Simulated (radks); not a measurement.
**As⁴⁺ in [Ar] 3d10 4d1: an all-electron calculation**

One table from this session's results is given with a row withheld; the runs are named, their logs left out.

The numbers are computed with radks (a radial shooting solver on a logarithmic mesh, Libxc functionals) version 1 (scalar-relativistic Kohn-Sham, XLYP, spin-unpolarised, spherical densities, point nucleus), except any that are marked as measured or tabulated.

## The atom as given

```
element       : arsenic (Z = 33)
charge        : +4
electrons     : 29
configuration : [Ar] 3d10 4d1
```

The outer shells:

As⁴⁺
```
[Ar] core
3d [↑↓][↑↓][↑↓][↑↓][↑↓]
4d [↑ ][  ][  ][  ][  ]
```

The first run:

The run's settings:

```text
Z 33
configuration [Ar] 3d10 4d1 4s0 4p0
relativity scalar-relativistic
functional xlyp
spin unpolarised
nucleus point
c 137.035999084
```

On the command line:

```console
$ python run_ks.py task.json out
```

This one command runs every case of the session in turn.

Among the steps run: Self-consistent calculation.

One table of the session follows, with a row left open; its other results are not shown here.

It belongs to the step «Radial structure». Sizes of the orbitals, from the radial functions (bohr):

```
level      <r>  outermost maximum (interpolated)  90 % within  nodes
   1s  0.04549                            0.0297       0.0813      0
   2s        ?                                 ?            ?      ?
   2p   0.1771                             0.136        0.289      0
   3s   0.5976                             0.521        0.892      2
   3p   0.6155                             0.521        0.943      1
   3d   0.6645                             0.475         1.11      0
   4s    1.652                              1.48         2.40      3
   4p    1.864                              1.65         2.73      2
   4d    2.472                              2.19         3.66      1
```

Q: Estimate the row for 2s from the others.

**Answer.** <r>: 0.2027; outermost maximum (interpolated): 0.170; 90 % within: 0.314; nodes: 1. In the column «<r>» it lies between 2p (0.1771) and 3s (0.5976).
